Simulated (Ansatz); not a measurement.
# GaH₃OSi: basis-set convergence

One table from this session's results is given with a row withheld; the runs are named, their logs left out.

The runs use Ansatz 0.2.0, Gaussian basis; one geometry, several basis sets.

Levels to be run: PBE0-D4/def2-SVP; ωB97M-V/def2-SVP; PBE0-D4/def2-QZVPP; ωB97M-V/def2-QZVPP; the functionals' def2-TZVPP values are taken from earlier runs.

### Structure used throughout

The geometry comes from an earlier relaxation with PBE0-D4 in a triple-zeta def2 set; it is a stationary point.

SMILES `[O]1[SiH2][GaH]1`, 6 atoms, charge 0, spin multiplicity 1.

Atoms are counted from 1 here; the program's logs count them from 0.

Bond lengths: O1–Si2 1.645 Å, O1–Ga3 1.911 Å, Si2–Ga3 2.271 Å, Si2–H4 1.488 Å, Si2–H5 1.488 Å, Ga3–H6 1.554 Å. Angles: Si2–O1–Ga3 79.0°, O1–Si2–Ga3 55.7°, O1–Si2–H4 117.7°, O1–Si2–H5 117.7°, Ga3–Si2–H4 123.6°, Ga3–Si2–H5 123.6°, H4–Si2–H5 108.6°, O1–Ga3–Si2 45.3°, O1–Ga3–H6 118.2°, Si2–Ga3–H6 163.5°.

The first run:

in.yaml

```yaml
crystal:
  periodic: [false, false, false]
  atoms:
    - {symbol: O, position_ang: [0.908562, -0.725676, -0.017317]}
    - {symbol: Si, position_ang: [-0.255783, 0.056784, -0.875694]}
    - {symbol: Ga, position_ang: [0.001524, 0.217528, 1.374985]}
    - {symbol: H, position_ang: [-1.307520, -0.769517, -1.527943]}
    - {symbol: H, position_ang: [0.179961, 1.110133, -1.832218]}
    - {symbol: H, position_ang: [0.515357, 0.046748, 2.831986]}
basis:
  gaussian: {orbitals: def2-SVP}
hamiltonian: {xc: pbe0, dispersion: d4}
output: {orbitals: {seedname: orbitals}}
```

The run is started by

```sh
ansatz run in.yaml --threads 2 --pin off --events-out ev --progress --plain --max-ram 4352MiB
```

Among the steps run: PBE0-D4 in def2-SVP; ωB97M-V in def2-SVP; PBE0-D4 in def2-QZVPP; ωB97M-V in def2-QZVPP.

One table of the session follows, with a row left open; its other results are not shown here.

It belongs to the step «Density functionals: the series». 

```
functional       basis  HOMO (eV)  LUMO (eV)
   PBE0-D4    def2-SVP      -6.46      -1.59
   PBE0-D4  def2-TZVPP      -6.49      -1.67
   PBE0-D4  def2-QZVPP      -6.52      -1.72
   ωB97M-V    def2-SVP      -8.46       0.20
   ωB97M-V  def2-TZVPP          ?          ?
   ωB97M-V  def2-QZVPP      -8.54      -0.08
```

Estimate the missing values for ωB97M-V, def2-TZVPP.

The run gave: HOMO (eV): -8.51; LUMO (eV): 0.09. In the column «HOMO (eV)» it lies between ωB97M-V, def2-QZVPP (-8.54) and ωB97M-V, def2-SVP (-8.46).
